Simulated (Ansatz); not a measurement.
# C₂H₈GeSi: up Jacob's ladder to CCSD(T)

One table from this session's results is given with a row withheld; the runs are named, their logs left out.

Computed with Ansatz 0.2.0, Gaussian basis. Level: functionals in def2-TZVPP, the program's frozen cores in correlated methods.

The runs, in order: LDA (SPW92), PBE-D4, revPBE-D4, BLYP-D4, r2SCAN-D4, B97M-V, PBE0-D4, B3LYP-D4, r2SCANh-D4, r2SCAN0-D4, HSE06-D4, BHLYP-D4, CAM-B3LYP-D4, LC-ωPBE, ωB97X-V, ωB97M-V, B2PLYP, PBE-QIDH; CCSD(T)/def2-SVP; CCSD(T)/def2-TZVPP; MP2/def2-QZVPP; extrapolation to the limit; RPA on PBE.

## The relaxed structure

All runs share one geometry, relaxed beforehand with PBE0-D4 in a triple-zeta def2 set.

SMILES `[SiH3]/C=[CH]/[GeH3]`, 12 atoms, charge 0, spin multiplicity 1.

Atoms are counted from 1 here; the program's logs count them from 0.

Bond lengths: Si1–C2 1.863 Å, Si1–H5 1.487 Å, Si1–H6 1.488 Å, Si1–H7 1.488 Å, C2–C3 1.334 Å, C2–H8 1.091 Å, C3–Ge4 1.943 Å, C3–H9 1.090 Å, Ge4–H10 1.537 Å, Ge4–H11 1.539 Å, Ge4–H12 1.539 Å. Angles: C2–Si1–H5 108.8°, C2–Si1–H6 110.7°, C2–Si1–H7 110.7°, H5–Si1–H6 109.5°, H5–Si1–H7 109.5°, H6–Si1–H7 107.6°, Si1–C2–C3 123.2°, Si1–C2–H8 118.2°, C3–C2–H8 118.6°, C2–C3–Ge4 123.6°, C2–C3–H9 119.0°, Ge4–C3–H9 117.4°, C3–Ge4–H10 108.3°, C3–Ge4–H11 110.4°, C3–Ge4–H12 110.4°, H10–Ge4–H11 109.7°, H10–Ge4–H12 109.8°, H11–Ge4–H12 108.1°.

The first run:

The input, in.yaml:

```yaml
crystal:
  periodic: [false, false, false]
  atoms:
    - {symbol: Si, position_ang: [-0.325708, 2.295287, 0.130359]}
    - {symbol: C, position_ang: [-0.294562, 0.497446, -0.358511]}
    - {symbol: C, position_ang: [0.301109, -0.447799, 0.371116]}
    - {symbol: Ge, position_ang: [0.340808, -2.325786, -0.127339]}
    - {symbol: H, position_ang: [0.402157, 2.455666, 1.416592]}
    - {symbol: H, position_ang: [0.320730, 3.136541, -0.913514]}
    - {symbol: H, position_ang: [-1.726020, 2.773661, 0.290128]}
    - {symbol: H, position_ang: [-0.788129, 0.206811, -1.287119]}
    - {symbol: H, position_ang: [0.796026, -0.164385, 1.299972]}
    - {symbol: H, position_ang: [-0.410573, -2.489058, -1.458525]}
    - {symbol: H, position_ang: [-0.331868, -3.184517, 0.958158]}
    - {symbol: H, position_ang: [1.793129, -2.808967, -0.287117]}
basis:
  gaussian: {orbitals: def2-TZVPP}
hamiltonian: {xc: lda}
output: {orbitals: {seedname: orbitals}}
```

The run is started by

```bash
ansatz run in.yaml --threads 4 --pin off --events-out ev --progress --plain --max-ram 10444MiB
```

Steps of the session up to this table: LDA; PBE-D4 (GGA); revPBE-D4 (GGA); BLYP-D4 (GGA); r2SCAN-D4 (meta-GGA); B97M-V (meta-GGA); B3LYP-D4 (hybrid); r2SCANh-D4 (hybrid); r2SCAN0-D4 (hybrid); HSE06-D4 (hybrid); BHLYP-D4 (hybrid); CAM-B3LYP-D4 (range-separated); LC-ωPBE (range-separated); ωB97X-V (range-separated); ωB97M-V (range-separated); B2PLYP (double hybrid); PBE-QIDH (double hybrid).

One of the session's tables, all rows but one given; the rest of the session is left out.

It belongs to the step «Orbital energies across the functionals». 

```
  functional  HOMO (eV)  gap (eV)
 LDA (SPW92)          ?         ?
      PBE-D4      -6.90      5.09
   revPBE-D4      -6.85      5.12
     BLYP-D4      -6.74      5.09
   r2SCAN-D4      -7.13      5.49
      B97M-V      -7.20      5.53
     PBE0-D4      -8.01      7.17
    B3LYP-D4      -7.78      6.75
  r2SCANh-D4      -7.54      6.26
  r2SCAN0-D4      -8.16      7.41
    HSE06-D4      -7.61      6.39
    BHLYP-D4      -8.94      9.23
CAM-B3LYP-D4      -9.29      9.64
     LC-ωPBE     -10.68     12.14
     ωB97X-V     -10.30     11.68
     ωB97M-V     -10.19     11.44
```

**Question.** Estimate the row for LDA (SPW92).

**Answer.** HOMO (eV): -7.02; gap (eV): 5.02. In the column «HOMO (eV)» it lies between r2SCAN-D4 (-7.13) and PBE-D4 (-6.90).
